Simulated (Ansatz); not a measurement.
Set up this calculation in Ansatz 0.2.0, as the native input.

```
Task                : relaxation of cell and atoms
Functional          : PBE
Potentials or basis : Ansatz PAW
Cutoff              : 420 eV (not typed: the program's choice for these potentials)
k mesh              : 8 × 8 × 1
Occupations         : fermi-dirac, width 0.05 eV
Spin                : collinear spin, ferromagnetic start
Starting moments    : [1.0, 1.0, 1.0, 1.0, 0.0, 0.0, 0.6, 0.6, 0.0, 0.0] μB
```

Crystal: NiMoIrPdW.

```
CELL_PARAMETERS angstrom
2.77046 0.00000 0.00000
-1.38523 2.39928 0.00000
0.00000 0.00000 21.88122
ATOMIC_POSITIONS crystal
Ni 0.33333 0.66667 0.04433
Ni 0.66667 0.33333 0.95562
Mo 0.66667 0.33333 0.34270
Mo 0.66667 0.33333 0.76320
Pd 0.33333 0.66667 0.44768
Pd 0.33333 0.66667 0.65723
Ir 0.33333 0.66667 0.23988
Ir 0.33333 0.66667 0.86050
W 0.66667 0.33333 0.13646
W 0.66667 0.33333 0.55240
```

The cell was built by a generator and needn't be a form met in nature.

The input as run:

input.yaml

```yaml
crystal:
  lattice:
    - [2.77046, 0.0, 0.0]
    - [-1.38523, 2.39928, 0.0]
    - [0.0, 0.0, 21.88122]
  atoms:
    - { symbol: Ni, position: [0.33333, 0.66667, 0.04433], spin: 1.0 }
    - { symbol: Ni, position: [0.66667, 0.33333, 0.95562], spin: 1.0 }
    - { symbol: Mo, position: [0.66667, 0.33333, 0.3427], spin: 1.0 }
    - { symbol: Mo, position: [0.66667, 0.33333, 0.7632], spin: 1.0 }
    - { symbol: Pd, position: [0.33333, 0.66667, 0.44768] }
    - { symbol: Pd, position: [0.33333, 0.66667, 0.65723] }
    - { symbol: Ir, position: [0.33333, 0.66667, 0.23988], spin: 0.6 }
    - { symbol: Ir, position: [0.33333, 0.66667, 0.8605], spin: 0.6 }
    - { symbol: W, position: [0.66667, 0.33333, 0.13646] }
    - { symbol: W, position: [0.66667, 0.33333, 0.5524] }
hamiltonian:
  xc: pbe
  pseudopotentials: { kind: paw }
magnetization:
  spin_polarized: true
kpoints:
  mp_grid: { grid: [8, 8, 1] }
scf:
  occupations: { method: fermi_dirac, width: 0.05 }
output:
  forces: true
  stress: true
  eigenvalues: true
relax:
  f_tol: 0.01
  max_steps: 40
  cell: { stress_tol: 0.05 }
```

Potentials or basis: Ansatz PAW.

Run with:

```sh
$ ansatz run input.yaml --threads 8 --pin off --max-ram 20480MiB --backend cpu --events-out ev --progress --plain --runs-dir out
```

Results of the run:

```yaml
Relaxed_volume: 14.54 Å³/atom
Relaxed_cell: a = 2.768 Å, b = 2.768 Å, c = 21.912 Å, α = 90.00°, β = 90.00°, γ = 120.00°
Space_group_after_relaxing_to_0.05_Å: P3m1 (No. 156)
Energy_gained_by_relaxing: 0.3 meV/atom
Ionic_steps: 4
Pressure_after_relaxing: 0.0 GPa
Largest_force_after_relaxing: 0.008 eV/Å
Band_gap_on_the_k_mesh: none (metal or under the smearing width)
Net_moment: 0.00 μB per cell
Absolute_moment: 0.00 μB per cell
```

Caveat: the plane-wave basis is chosen anew once the cell has moved, so the energies of steps on either side of that aren't comparable; the starting moments weren't kept.

It took 55 s on 8 threads of Arm Neoverse V1 (shared host), peak memory 1.1 GiB.
